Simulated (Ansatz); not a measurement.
# C2H6MgN radical: a ladder of functionals and wavefunction methods

One table from this session's results is given with a row withheld; the runs are named, their logs left out.

Program: Ansatz 0.2.0, Gaussian basis. Level of theory: functionals in def2-TZVPP, the program's frozen cores in correlated methods. These are calculated values, not measurements.

Levels to be run: LDA (SPW92), PBE-D4, revPBE-D4, BLYP-D4, r2SCAN-D4, B97M-V, PBE0-D4, B3LYP-D4, r2SCANh-D4, r2SCAN0-D4, HSE06-D4, BHLYP-D4, CAM-B3LYP-D4, LC-ωPBE, ωB97X-V, ωB97M-V, B2PLYP, PBE-QIDH; CCSD(T)/def2-SVP; CCSD(T)/def2-TZVPP; MP2/def2-QZVPP; extrapolation to the limit; RPA on PBE.

## Structure used throughout

The geometry comes from an earlier relaxation with PBE0-D4 in a triple-zeta def2 set; it is a stationary point, not always the lowest conformer.

SMILES `C[N](C)[Mg]`, 10 atoms, charge 0, spin multiplicity 2.

Atoms are counted from 1 here; the program's logs count them from 0.

Bond lengths: C1–N2 1.437 Å, C1–H5 1.104 Å, C1–H6 1.097 Å, C1–H7 1.104 Å, N2–C3 1.437 Å, N2–Mg4 1.913 Å, C3–H8 1.097 Å, C3–H9 1.104 Å, C3–H10 1.104 Å. Angles: N2–C1–H5 112.5°, N2–C1–H6 111.4°, N2–C1–H7 112.4°, H5–C1–H6 106.9°, H5–C1–H7 106.4°, H6–C1–H7 106.9°, C1–N2–C3 111.0°, C1–N2–Mg4 124.5°, C3–N2–Mg4 124.5°, N2–C3–H8 111.4°, N2–C3–H9 112.4°, N2–C3–H10 112.5°, H8–C3–H9 106.9°, H8–C3–H10 106.9°, H9–C3–H10 106.4°.

The first run:

The input, in.yaml:

```yaml
crystal:
  periodic: [false, false, false]
  atoms:
    - {symbol: C, position_ang: [-0.423915, 1.110110, -0.128382]}
    - {symbol: N, position_ang: [-0.433048, -0.320711, -0.257221]}
    - {symbol: C, position_ang: [0.753749, -0.896187, 0.312235]}
    - {symbol: Mg, position_ang: [-1.837645, -1.325913, -1.079504]}
    - {symbol: H, position_ang: [0.438794, 1.574070, -0.638249]}
    - {symbol: H, position_ang: [-1.327179, 1.557054, -0.560623]}
    - {symbol: H, position_ang: [-0.376413, 1.438373, 0.924929]}
    - {symbol: H, position_ang: [0.754114, -1.988718, 0.218113]}
    - {symbol: H, position_ang: [0.859469, -0.667069, 1.387319]}
    - {symbol: H, position_ang: [1.675074, -0.532111, -0.175717]}
basis:
  gaussian: {orbitals: def2-TZVPP}
magnetization: {spin_polarized: true, initial_magnetization: 1}
hamiltonian: {xc: lda}
output: {orbitals: {seedname: orbitals}}
```

Among the steps run: LDA; PBE-D4 (GGA); revPBE-D4 (GGA); BLYP-D4 (GGA); r2SCAN-D4 (meta-GGA); B97M-V (meta-GGA); PBE0-D4 (hybrid); B3LYP-D4 (hybrid); r2SCANh-D4 (hybrid); r2SCAN0-D4 (hybrid); HSE06-D4 (hybrid); BHLYP-D4 (hybrid); CAM-B3LYP-D4 (range-separated); LC-ωPBE-D4 (range-separated; the results give it without D4); ωB97X-V (range-separated); ωB97M-V (range-separated); B2PLYP (double hybrid); PBE-QIDH (double hybrid).

One of the session's tables, all rows but one given; the rest of the session is left out.

It belongs to the step «Frontier levels by functional». 

```
  functional  HOMO (eV)  LUMO (eV)  gap (eV)
 LDA (SPW92)      -4.15      -3.30      0.85
      PBE-D4      -4.06      -3.09      0.96
   revPBE-D4      -4.01      -3.06      0.95
     BLYP-D4      -3.93      -3.07      0.85
   r2SCAN-D4      -4.23      -2.76      1.46
      B97M-V      -4.27      -4.10      0.17
     PBE0-D4      -5.22      -2.33      2.89
    B3LYP-D4      -5.01      -2.68      2.33
  r2SCANh-D4      -4.67      -2.61      2.06
  r2SCAN0-D4      -5.34      -2.40      2.94
    HSE06-D4      -4.82      -2.68      2.14
    BHLYP-D4      -5.87      -1.84      4.03
CAM-B3LYP-D4      -6.27      -1.72      4.55
     LC-ωPBE      -7.42      -0.49      6.93
     ωB97X-V      -7.08      -0.19      6.89
     ωB97M-V          ?          ?         ?
```

Estimate the missing values for ωB97M-V.

As computed: HOMO (eV): -6.73; LUMO (eV): -0.89; gap (eV): 5.84. In the column «HOMO (eV)» it lies between ωB97X-V (-7.08) and CAM-B3LYP-D4 (-6.27).
